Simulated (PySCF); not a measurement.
# DyN3O9 (Dy(NO3)3): the cost of one run

The runs use PySCF 2.14.0; TPSS, Dy lcecp-1-SVP with ECP55, O def2-SVP, N def2-SVP; scalar-relativistic core potentials, no spin–orbit coupling.

2 further runs of the same task are left out: 1 for a known fault of the program, 1 that didn't finish.

### Step 1. Starting geometry

13 atoms, charge 0, spin multiplicity 1.

Bond lengths: Dy1–O2 2.332 Å, Dy1–O3 2.332 Å, Dy1–N4 2.780 Å, Dy1–O6 2.332 Å, Dy1–O7 2.332 Å, Dy1–N8 2.780 Å, Dy1–O10 2.332 Å, Dy1–O11 2.332 Å, Dy1–N12 2.780 Å, O2–N4 1.307 Å, O3–N4 1.307 Å, N4–O5 1.197 Å, O6–N8 1.307 Å, O7–N8 1.307 Å, N8–O9 1.197 Å, O10–N12 1.307 Å, O11–N12 1.307 Å, N12–O13 1.197 Å. Angles: O2–Dy1–O3 55.8°, O2–Dy1–N4 27.9°, O2–Dy1–O6 100.4°, O2–Dy1–O7 118.7°, O2–Dy1–N8 112.0°, O2–Dy1–O10 100.4°, O2–Dy1–O11 136.1°, O2–Dy1–N12 120.6°, O3–Dy1–N4 27.9°, O3–Dy1–O6 136.1°, O3–Dy1–O7 100.4°, O3–Dy1–N8 120.6°, O3–Dy1–O10 118.7°, O3–Dy1–O11 100.4°, O3–Dy1–N12 112.0°, N4–Dy1–O6 120.6°, N4–Dy1–O7 112.0°, N4–Dy1–N8 120.0° and more.

As a file:

```
Dy    0.00000    0.00000    0.00000
O     2.06093    0.18234    1.07647
O     2.06093   -0.18236   -1.07647
N     2.78001   -0.00001    0.00000
O     3.97741   -0.00002    0.00000
O    -1.18838    1.69365    1.07647
O    -0.87254    1.87600   -1.07647
N    -1.39000    2.40757    0.00000
O    -1.98869    3.44455    0.00000
O    -0.87256   -1.87599    1.07647
O    -1.18839   -1.69364   -1.07647
N    -1.39002   -2.40756    0.00000
O    -1.98872   -3.44453    0.00000
```

Formal oxidation states: Dy +3. Each metal's 9 4f electrons lie in its core potential, so multiplicities, spins and levels count the valence alone. An earlier session relaxed this geometry at TPSS, Dy lcecp-1-SVP with ECP55, O def2-SVP, N def2-SVP (singlet, point group D3).

Its energy there is -877.748224 Eh.

### Step 2. Atoms moved at random, σ = 0.06 Å

Input file run.py (the lines that set the calculation):

```python
mol = gto.M(atom='''
Dy    -0.08237     0.07951    -0.00959
O      2.02554     0.16733     1.06866
O      2.11803    -0.22688    -1.08668
N      2.91405    -0.00058     0.07986
O      4.01411     0.02290    -0.03801
O     -1.02537     1.67005     1.01056
O     -0.94082     1.82953    -0.99624
N     -1.49444     2.47915    -0.07438
O     -1.88668     3.33358    -0.03945
O     -0.93140    -1.81915     1.10379
O     -1.25056    -1.61952    -1.04401
N     -1.36256    -2.42901     0.04255
O     -2.09753    -3.48691    -0.01708''',
    basis={'Dy': 'lcecp-1-SVP', 'O': 'def2-SVP', 'N': 'def2-SVP'},
    ecp={'Dy': 'lcecp-1-SVP'},
    charge=0, spin=0)
mf = dft.RKS(mol, xc='TPSS')
mf.grids.atom_grid = (50, 194)  # f atoms: unpruned, at least (60, 302)
mf = mf.density_fit()  # fitting sets: Dy AutoAux, O def2-universal-JKFIT, N def2-universal-JKFIT
mf.conv_tol = 1e-08; mf.max_cycle = 55
mf.kernel(dm0)  # dm0: the density of the relaxed state
```

Command:

```bash
OMP_NUM_THREADS=4 python run.py
```

**Question.** How long does this run take on 4 threads of Arm Neoverse V1, shared host?

About 20 s.
